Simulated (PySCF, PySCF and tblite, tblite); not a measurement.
# C₃H₆BFO₂: telling isomers apart by computed NMR, part 2 of 2

PySCF and tblite. Atoms count from 0.

## 7. Shieldings, isomer B, conformer 1: B97-2/pcSseg-1 in chloroform

What the job is given:

```
{"job": {"xc": "B97-2", "basis": "pcSseg-1", "solvent": "chloroform", "kind": "nmr", "pop": false}, "charge": 0, "multiplicity": 1}
C     -2.261851    -0.284812     0.271921
C     -0.831403    -0.534736    -0.056822
C      0.147260     0.364956    -0.040303
F     -0.163757     1.662548     0.311026
B      1.669488     0.139509    -0.379366
O      2.067743    -1.098741    -0.733342
O      2.573471     1.148597    -0.323805
H     -2.569047    -0.922348     1.100216
H     -2.422771     0.754926     0.543468
H     -2.888122    -0.531319    -0.584845
H     -0.550400    -1.538460    -0.336441
H      3.005138    -1.159107    -0.924205
H      2.219863     1.999473    -0.063799
```

The log of the run:

```text
coarse grid: 11328 points
cycle   1  E = -392.7868563426  dE =  9.057e-01  |g| = 9.661e-01  |ddm| = 3.130e+00
cycle   2  E = -392.6306108042  dE =  1.562e-01  |g| = 1.357e+00  |ddm| = 1.399e+00
cycle   3  E = -392.9462057399  dE = -3.156e-01  |g| = 9.655e-02  |ddm| = 8.836e-01
cycle   4  E = -392.9482066068  dE = -2.001e-03  |g| = 3.410e-02  |ddm| = 1.003e-01
cycle   5  E = -392.9484423678  dE = -2.358e-04  |g| = 1.365e-02  |ddm| = 3.159e-02
cycle   6  E = -392.9484787456  dE = -3.638e-05  |g| = 3.334e-03  |ddm| = 1.020e-02
cycle   7  E = -392.9484812643  dE = -2.519e-06  |g| = 1.077e-03  |ddm| = 3.013e-03
final grid: 111088 points
cycle   8  E = -393.0101514044  dE = -6.616e-05  |g| = 7.184e-03  |ddm| = 2.769e-02
cycle   9  E = -393.0101443145  dE =  7.090e-06  |g| = 9.944e-03  |ddm| = 9.129e-03
cycle  10  E = -393.0101587097  dE = -1.440e-05  |g| = 5.410e-04  |ddm| = 5.887e-03
cycle  11  E = -393.0101587576  dE = -4.782e-08  |g| = 2.608e-04  |ddm| = 5.776e-04
cycle  12  E = -393.0101587725  dE = -1.496e-08  |g| = 9.222e-05  |ddm| = 2.442e-04
cycle  13  E = -393.0101587743  dE = -1.772e-09  |g| = 1.790e-05  |ddm| = 8.002e-05
cycle  14  E = -393.0101587743  dE = -6.355e-11  |g| = 6.920e-06  |ddm| = 1.802e-05
converged SCF energy = -393.0101587743

GIAO shielding tensors (ppm)
atom      isotropic    diamagn.    paramagn.     s11        s22        s33       span
  0 C      173.247     247.159     -73.913    155.095    182.124    182.521     27.426
  1 C       57.240     259.121    -201.880    -61.502     74.468    158.755    220.258
  2 C       20.589     254.815    -234.226    -64.760     57.111     69.416    134.176
  3 F      317.685     478.126    -160.441    206.655    310.337    436.064    229.409
  4 B       79.157     195.658    -116.501     62.685     80.123     94.663     31.978
  5 O      236.756     388.221    -151.465    143.285    274.739    292.244    148.959
  6 O      227.403     387.314    -159.912    114.382    265.671    302.155    187.772
  7 H       30.092      28.192       1.899     25.860     27.527     36.888     11.028
  8 H       29.218      30.182      -0.965     24.473     30.025     33.155      8.682
  9 H       30.088      27.980       2.107     25.862     27.511     36.890     11.028
 10 H       25.677      33.631      -7.954     23.219     23.790     30.023      6.804
 11 H       27.322      28.674      -1.351     20.974     23.105     37.889     16.915
 12 H       26.545      32.449      -5.904     19.287     24.833     35.515     16.228
```

Wall time 12 s (1 thread of Arm Neoverse V2, shared host).

Key values: HOMO -7.03 eV, LUMO -0.45 eV; dipole 0.40 D.

## 8. Single-point energy, isomer B, conformer 1: PBE0/def2-SVP in chloroform

The job, as its differences from that of step 7:

```diff
@@ -1,2 +1,2 @@
-{"job": {"xc": "B97-2", "basis": "pcSseg-1", "solvent": "chloroform", "kind": "nmr", "pop": false}, "charge": 0, "multiplicity": 1}
+{"job": {"xc": "PBE0", "basis": "def2-SVP", "solvent": "chloroform", "kind": "sp"}, "charge": 0, "multiplicity": 1}
 C     -2.261851    -0.284812     0.271921
```

The log of the run:

```text
coarse grid: 11328 points
cycle   1  E = -392.2430310692  dE =  8.794e-01  |g| = 8.969e-01  |ddm| = 3.786e+00
cycle   2  E = -392.1236067519  dE =  1.194e-01  |g| = 1.212e+00  |ddm| = 1.755e+00
cycle   3  E = -392.3882089985  dE = -2.646e-01  |g| = 8.680e-02  |ddm| = 1.073e+00
cycle   4  E = -392.3898693732  dE = -1.660e-03  |g| = 3.049e-02  |ddm| = 1.097e-01
cycle   5  E = -392.3900621582  dE = -1.928e-04  |g| = 1.240e-02  |ddm| = 3.601e-02
cycle   6  E = -392.3900955966  dE = -3.344e-05  |g| = 2.865e-03  |ddm| = 1.218e-02
cycle   7  E = -392.3900975698  dE = -1.973e-06  |g| = 8.436e-04  |ddm| = 3.041e-03
final grid: 111088 points
cycle   8  E = -392.4561819518  dE = -3.586e-05  |g| = 8.917e-03  |ddm| = 2.602e-02
cycle   9  E = -392.4561680864  dE =  1.387e-05  |g| = 1.248e-02  |ddm| = 1.824e-02
cycle  10  E = -392.4561993336  dE = -3.125e-05  |g| = 1.002e-03  |ddm| = 1.064e-02
cycle  11  E = -392.4561995431  dE = -2.094e-07  |g| = 2.145e-04  |ddm| = 1.080e-03
cycle  12  E = -392.4561995505  dE = -7.404e-09  |g| = 1.133e-04  |ddm| = 2.501e-04
cycle  13  E = -392.4561995534  dE = -2.934e-09  |g| = 1.958e-05  |ddm| = 1.068e-04
cycle  14  E = -392.4561995535  dE = -9.163e-11  |g| = 6.529e-06  |ddm| = 2.502e-05
converged SCF energy = -392.4561995535
```

Wall time 5.1 s (1 thread of Arm Neoverse V2, shared host).

This run: HOMO -7.15 eV, LUMO -0.25 eV; dipole 0.39 D.

## 9. Boltzmann average, isomer B: properties at B97-2/pcSseg-1 in chloroform

What the job is given:

```
{"job": {"study": "conf", "smiles": "C/C=C(\\F)B(O)O", "search": {"seed": 6049, "n_embed": 150, "ff_keep": 22, "window": 2.5, "nmax": 6, "temps": [250, 298.15, 350], "t_ref": 298.15, "order": 0.0005}, "level": {"nmr": {"xc": "B97-2", "basis": "pcSseg-1", "solvent": "chloroform"}, "sp": {"xc": "PBE0", "basis": "def2-SVP", "solvent": "chloroform"}}, "kind": "conf"}, "charge": 0, "multiplicity": 1}
C     -2.261851    -0.284812     0.271921
C     -0.831403    -0.534736    -0.056822
C      0.147260     0.364956    -0.040303
F     -0.163757     1.662548     0.311026
B      1.669488     0.139509    -0.379366
O      2.067743    -1.098741    -0.733342
O      2.573471     1.148597    -0.323805
H     -2.569047    -0.922348     1.100216
H     -2.422771     0.754926     0.543468
H     -2.888122    -0.531319    -0.584845
H     -0.550400    -1.538460    -0.336441
H      3.005138    -1.159107    -0.924205
H      2.219863     1.999473    -0.063799
```

The log of the run:

```text
conformer  sym    E(xTB)   E(DFT)   G(298.15 K)  weight  dipole/D
    1     Cs      0.000    0.000    0.000   1.0000    0.386

mean shielding (ppm) by class
class atoms           250 K   298.15 K      350 K
  0 C  0            173.247    173.247    173.247
  1 C  1              57.24      57.24      57.24
  2 C  2             20.589     20.589     20.589
  3 F  3            317.685    317.685    317.685
  4 B  4             79.157     79.157     79.157
  5 O  5,6          232.079    232.079    232.079
  6 H  7,8,9         29.799     29.799     29.799
  7 H  10            25.677     25.677     25.677
  8 H  11,12         26.934     26.934     26.934
```

Wall time 18 s (1 thread of Arm Neoverse V2, shared host). This counts the runs that the step sums up.

The search (ETKDG and KDG, UFF, GFN2-xTB) embedded 150 structures, kept 2 distinct ones after the force field and 1 after xTB; 1 was carried on (window 2.5 kcal/mol at the search's own energies). Energies: PBE0/def2-SVP in chloroform with D3(BJ).

The conformers at 298 K:

```csv
no.,group,mirror pair,ΔE xTB,ΔE DFT,ΔG,weight (%),μ (D),F3–C2–B4–O5 (°),O6–B4–O5–H11 (°),O5–B4–O6–H12 (°),"A, B, C (GHz)"
1,Cs,no,0.00,0.00,0.00,100.0,0.39,180,0,-180,"4.70, 1.70, 1.26"
```

Energies in kcal/mol. ΔG holds xTB vibrations and rotation, symmetry numbers and mirror pairs.

Shifts against references run at the same level (1H TMS 31.80, 13C TMS 186.8 ppm of shielding), by class of atoms, at 298 K:

```csv
atoms,environment,average
C2,fully substituted alkene carbon,166.2
C1,alkene CH,129.6
C0,allylic methyl carbon,13.6
H10,hydrogen on an alkene CH,6.13
"H11, H12",hydrogen on an oxygen bonded to B,4.87
"H7, H8, H9",hydrogen on an allylic methyl carbon,2.00
F3,vinylic fluorine,317.7 (σ)
B4,"boron bonded to C, 2 O",79.2 (σ)
"O5, O6","oxygen bonded to B, H",232.1 (σ)
```

Effective distances for nuclear Overhauser effects, ⟨r⁻⁶⟩^(−1/6) over all pairs of two classes (Å): H7···H10 2.67; H10···H11 3.91.

## 10. Shieldings, isomer A, conformer 1: HCTH407/pcSseg-1 in dimethylsulfoxide

What the job is given:

```
{"job": {"xc": "HCTH407", "basis": "pcSseg-1", "solvent": "dimethylsulfoxide", "kind": "nmr", "pop": false}, "charge": 0, "multiplicity": 1}
C     -1.768834     0.594011    -0.446228
C     -1.068487     0.176165     0.795113
C      0.202964    -0.206702     0.854435
F      0.667992    -0.559979     2.109246
B      1.326326    -0.345316    -0.247408
O      1.065785    -0.045253    -1.537282
O      2.569220    -0.769075     0.090236
H     -2.135398     1.614235    -0.337608
H     -1.100882     0.538306    -1.298397
H     -2.631528    -0.049265    -0.616304
H     -1.650864     0.189966     1.709078
H      1.823956    -0.168758    -2.111165
H      2.695362    -0.967846     1.018557
```

The log of the run:

```text
coarse grid: 11328 points
cycle   1  E = -392.7715812058  dE =  8.393e-01  |g| = 1.139e+00  |ddm| = 3.214e+00
cycle   2  E = -392.3017721564  dE =  4.698e-01  |g| = 1.942e+00  |ddm| = 2.098e+00
cycle   3  E = -392.9924424054  dE = -6.907e-01  |g| = 1.917e-01  |ddm| = 1.493e+00
cycle   4  E = -393.0008079318  dE = -8.366e-03  |g| = 6.281e-02  |ddm| = 2.073e-01
cycle   5  E = -393.0015192906  dE = -7.114e-04  |g| = 3.530e-02  |ddm| = 7.020e-02
cycle   6  E = -393.0018082310  dE = -2.889e-04  |g| = 8.930e-03  |ddm| = 3.102e-02
cycle   7  E = -393.0018269232  dE = -1.869e-05  |g| = 3.523e-03  |ddm| = 9.145e-03
cycle   8  E = -393.0018290204  dE = -2.097e-06  |g| = 1.011e-03  |ddm| = 2.654e-03
final grid: 111088 points
cycle   9  E = -393.0676734376  dE = -1.025e-04  |g| = 1.166e-02  |ddm| = 4.470e-02
cycle  10  E = -393.0676317125  dE =  4.173e-05  |g| = 1.993e-02  |ddm| = 1.930e-02
cycle  11  E = -393.0676945258  dE = -6.281e-05  |g| = 2.016e-03  |ddm| = 1.282e-02
cycle  12  E = -393.0676954325  dE = -9.067e-07  |g| = 6.289e-04  |ddm| = 1.882e-03
cycle  13  E = -393.0676955189  dE = -8.646e-08  |g| = 2.502e-04  |ddm| = 6.905e-04
cycle  14  E = -393.0676955348  dE = -1.591e-08  |g| = 4.217e-05  |ddm| = 2.280e-04
cycle  15  E = -393.0676955352  dE = -3.403e-10  |g| = 1.680e-05  |ddm| = 3.738e-05
converged SCF energy = -393.0676955352

GIAO shielding tensors (ppm)
atom      isotropic    diamagn.    paramagn.     s11        s22        s33       span
  0 C      168.864     250.269     -81.404    153.429    172.209    180.956     27.527
  1 C       55.016     256.368    -201.352    -45.538     62.980    147.607    193.145
  2 C       21.457     255.294    -233.836    -56.874     57.116     64.131    121.005
  3 F      287.291     477.470    -190.179    194.421    316.104    351.347    156.926
  4 B       76.231     195.898    -119.667     58.439     79.196     91.056     32.617
  5 O      224.025     388.722    -164.697    133.454    258.526    280.096    146.642
  6 O      216.589     387.166    -170.577    100.934    257.993    290.840    189.905
  7 H       29.799      28.760       1.039     25.966     27.428     36.004     10.038
  8 H       28.642      31.869      -3.226     22.711     28.959     34.257     11.546
  9 H       29.803      28.746       1.057     25.955     27.443     36.011     10.055
 10 H       25.175      31.184      -6.009     23.375     23.857     28.293      4.919
 11 H       26.742      29.256      -2.514     20.835     22.901     36.490     15.655
 12 H       26.142      31.809      -5.667     19.085     24.643     34.699     15.614
```

Run time: 10 s. Hardware: 1 thread of Arm Neoverse V2, shared host.

This run: HOMO -6.15 eV, LUMO -1.49 eV; dipole 0.82 D.

## 11. Single-point energy, isomer A, conformer 1: OLYP/def2-SVPD in dimethylsulfoxide

The job, as its differences from that of step 10:

```diff
@@ -1,2 +1,2 @@
-{"job": {"xc": "HCTH407", "basis": "pcSseg-1", "solvent": "dimethylsulfoxide", "kind": "nmr", "pop": false}, "charge": 0, "multiplicity": 1}
+{"job": {"xc": "OLYP", "basis": "def2-SVPD", "solvent": "dimethylsulfoxide", "kind": "sp"}, "charge": 0, "multiplicity": 1}
 C     -1.768834     0.594011    -0.446228
```

The log of the run:

```text
coarse grid: 11328 points
cycle   1  E = -392.5126359961  dE =  7.751e-01  |g| = 1.011e+00  |ddm| = 5.877e+00
cycle   2  E = -391.9766417738  dE =  5.360e-01  |g| = 1.912e+00  |ddm| = 2.703e+00
cycle   3  E = -392.7056982952  dE = -7.291e-01  |g| = 1.670e-01  |ddm| = 1.733e+00
cycle   4  E = -392.7117375221  dE = -6.039e-03  |g| = 6.602e-02  |ddm| = 3.344e-01
cycle   5  E = -392.7128318387  dE = -1.094e-03  |g| = 1.417e-02  |ddm| = 1.142e-01
cycle   6  E = -392.7128559556  dE = -2.412e-05  |g| = 9.084e-03  |ddm| = 2.586e-02
cycle   7  E = -392.7128728461  dE = -1.689e-05  |g| = 1.536e-03  |ddm| = 1.102e-02
cycle   8  E = -392.7128732630  dE = -4.169e-07  |g| = 8.571e-04  |ddm| = 3.499e-03
final grid: 111088 points
cycle   9  E = -392.7885837274  dE = -3.690e-05  |g| = 2.242e-02  |ddm| = 2.730e-01
cycle  10  E = -392.7883415915  dE =  2.421e-04  |g| = 4.201e-02  |ddm| = 5.590e-02
cycle  11  E = -392.7886792909  dE = -3.377e-04  |g| = 2.791e-03  |ddm| = 3.599e-02
cycle  12  E = -392.7886811542  dE = -1.863e-06  |g| = 8.601e-04  |ddm| = 5.495e-03
cycle  13  E = -392.7886813294  dE = -1.751e-07  |g| = 3.239e-04  |ddm| = 1.500e-03
cycle  14  E = -392.7886813558  dE = -2.643e-08  |g| = 4.810e-05  |ddm| = 4.850e-04
cycle  15  E = -392.7886813562  dE = -4.469e-10  |g| = 2.158e-05  |ddm| = 8.829e-05
converged SCF energy = -392.7886813562
```

It took 9.1 s on 1 thread of Arm Neoverse V2, shared host.

Key values: HOMO -5.96 eV, LUMO -1.36 eV; dipole 0.89 D.

## 12. The ensemble, isomer A: properties at HCTH407/pcSseg-1 in dimethylsulfoxide

What the job is given:

```
{"job": {"study": "conf", "smiles": "C/C=C(/F)B(O)O", "search": {"seed": 6049, "n_embed": 150, "ff_keep": 22, "window": 2.5, "nmax": 6, "temps": [250, 298.15, 350], "t_ref": 298.15, "order": 0.0005}, "level": {"nmr": {"xc": "HCTH407", "basis": "pcSseg-1", "solvent": "dimethylsulfoxide"}, "sp": {"xc": "OLYP", "basis": "def2-SVPD", "solvent": "dimethylsulfoxide"}, "change": "HCTH407/pcSseg-1; solvent dimethylsulfoxide; energies OLYP/def2-SVPD"}, "kind": "conf"}, "charge": 0, "multiplicity": 1}
C     -1.768834     0.594011    -0.446228
C     -1.068487     0.176165     0.795113
C      0.202964    -0.206702     0.854435
F      0.667992    -0.559979     2.109246
B      1.326326    -0.345316    -0.247408
O      1.065785    -0.045253    -1.537282
O      2.569220    -0.769075     0.090236
H     -2.135398     1.614235    -0.337608
H     -1.100882     0.538306    -1.298397
H     -2.631528    -0.049265    -0.616304
H     -1.650864     0.189966     1.709078
H      1.823956    -0.168758    -2.111165
H      2.695362    -0.967846     1.018557
```

The log of the run:

```text
conformer  sym    E(xTB)   E(DFT)   G(298.15 K)  weight  dipole/D
    1     Cs      0.000    0.000    0.000   1.0000    0.893

mean shielding (ppm) by class
class atoms           250 K   298.15 K      350 K
  0 C  0            168.864    168.864    168.864
  1 C  1             55.016     55.016     55.016
  2 C  2             21.457     21.457     21.457
  3 F  3            287.291    287.291    287.291
  4 B  4             76.231     76.231     76.231
  5 O  5,6          220.307    220.307    220.307
  6 H  7,8,9         29.415     29.415     29.415
  7 H  10            25.175     25.175     25.175
  8 H  11,12         26.442     26.442     26.442
```

Wall time 20 s (1 thread of Arm Neoverse V2, shared host). This counts the runs that the step sums up.

Against the first level, at 298 K (shieldings, ppm; largest changes first):

```csv
atoms,B97-2/pcSseg-1 in chloroform,HCTH407/pcSseg-1 in dimethylsulfoxide,change
F3,308.6,287.3,-21.3
"O5, O6",225.0,220.3,-4.7
C0,171.6,168.9,-2.7
B4,78.4,76.2,-2.2
C1,53.0,55.0,+2.0
C2,22.5,21.5,-1.1
"H11, H12",26.72,26.44,-0.28
"H7, H8, H9",29.57,29.41,-0.16
H10,25.23,25.18,-0.06
```

Weights: from PBE0/def2-SVP in chloroform energies 1: 100 %; from OLYP/def2-SVPD in dimethylsulfoxide energies 1: 100 % (with a dispersion term where the level has one and the same thermal terms, so they don't follow from the SCF energies alone). Times: 24 s and 20 s.

## 13. Which isomer fits the signals?

What the job is given:

```
{"job": {"study": "set", "relation": "E/Z isomers", "members": [{"smiles": "[CH3:1]/[CH:2]=[C:3](/[F:4])[B:5]([OH:6])[OH:7]"}, {"smiles": "[CH3:1]/[CH:2]=[C:3](\\[F:4])[B:5]([OH:6])[OH:7]"}], "charge": 0, "search": {"seed": 6049, "n_embed": 150, "ff_keep": 22, "window": 2.5, "nmax": 6, "temps": [250, 298.15, 350], "t_ref": 298.15, "order": 0.0005}, "level": {"nmr": {"xc": "B97-2", "basis": "pcSseg-1", "solvent": "chloroform"}, "sp": {"xc": "PBE0", "basis": "def2-SVP", "solvent": "chloroform"}}, "dp4": {"C": [2.0, 10], "H": [0.12, 10]}, "second_levels": [{"nmr": {"xc": "HCTH407", "basis": "pcSseg-1", "solvent": "dimethylsulfoxide"}, "wide": true, "sp": {"xc": "OLYP", "basis": "def2-SVPD", "solvent": "dimethylsulfoxide"}, "change": "HCTH407/pcSseg-1; solvent dimethylsulfoxide; energies OLYP/def2-SVPD"}], "kind": "set"}, "charge": 0, "multiplicity": 1}
C     -1.768834     0.594011    -0.446228
C     -1.068487     0.176165     0.795113
C      0.202964    -0.206702     0.854435
F      0.667992    -0.559979     2.109246
B      1.326326    -0.345316    -0.247408
O      1.065785    -0.045253    -1.537282
O      2.569220    -0.769075     0.090236
H     -2.135398     1.614235    -0.337608
H     -1.100882     0.538306    -1.298397
H     -2.631528    -0.049265    -0.616304
H     -1.650864     0.189966     1.709078
H      1.823956    -0.168758    -2.111165
H      2.695362    -0.967846     1.018557
```

The log of the run:

```text
isomer  G rel   conformers  SMILES
A     2.272      1   C/C=C(/F)B(O)O
B     0.000      1   C/C=C(\F)B(O)O

signals of isomer A at the second level: probabilities [0.61932, 0.38068]
```

Wall time 62 s (1 thread of Arm Neoverse V2, shared host). This counts the whole study up to here.

The 2 candidates (E/Z isomers), with energies and dipoles from their ensembles above, at 298 K; shieldings at B97-2/pcSseg-1 in chloroform:

```csv
isomer,SMILES,conformers,ΔE,ΔG,μ rms (D)
A,C/C=C(/F)B(O)O,1,1.92,2.27,0.84
B,C/C=C(\F)B(O)O,1,0.00,0.00,0.39
```

Energies in kcal/mol.

The signals of isomer A, computed at a second level (HCTH407/pcSseg-1 in dimethylsulfoxide), stand in for a spectrum. The test takes 3 C values, 2 H values (hydrogens on carbon alone). Each candidate's shieldings are matched to them by assigned atoms (like hydrogens of one group may swap) by a straight-line fit, or by a shift alone where signals are few or close (slope 1; a small slope inflates the errors), and the errors are weighed by Student-t tails (C: width 2.0 ppm, H: width 0.12 ppm).

```csv
candidate,C slope,C mean error,C largest,H slope,H mean error,H largest,P(C),P(H),P(all)
A,1.00,1.7,2.6,1.00,0.05,0.05,57.7,54.4,61.9
B,1.00,1.9,2.8,1.00,0.06,0.06,42.3,45.6,38.1
```

Errors in ppm, probabilities in per cent.

## 14. Outcome

What follows sums up all 2 parts.

```
                                                    quantity                                                 value
                                        conformers, isomer A  1; the first in weight is no. 1 (Cs), 100 % at 298 K
                           root-mean-square dipole, isomer A                                                0.84 D
averaged 13C shifts, isomer A (B97-2/pcSseg-1 in chloroform)                                164.3, 133.8, 15.2 ppm
 averaged 1H shifts, isomer A (B97-2/pcSseg-1 in chloroform)                                  6.57, 5.08, 2.23 ppm
                                        conformers, isomer B  1; the first in weight is no. 1 (Cs), 100 % at 298 K
                           root-mean-square dipole, isomer B                                                0.39 D
averaged 13C shifts, isomer B (B97-2/pcSseg-1 in chloroform)                                166.2, 129.6, 13.6 ppm
 averaged 1H shifts, isomer B (B97-2/pcSseg-1 in chloroform)                                  6.13, 4.87, 2.00 ppm
                                       lowest in free energy                                              isomer B
        signals of A (HCTH407/pcSseg-1 in dimethylsulfoxide)                                      best fit A, 62 %
```

**Reading.** The search found one conformer for isomer A in the window, so the averages are its own values. Protons on O, N, S or Se exchange and bind to solvent, so their values hold for the lone molecule only. The search found one conformer for isomer B in the window, so the averages are its own values. Between B97-2/pcSseg-1 in chloroform and HCTH407/pcSseg-1 in dimethylsulfoxide, F3 of isomer A changes most, by 21.3 ppm of raw shielding. The test names the right isomer, A, with 62 %, which is no clear verdict. The stand-in spectrum is computed, so it shares geometries and errors with the candidates; a measured one would test harder.
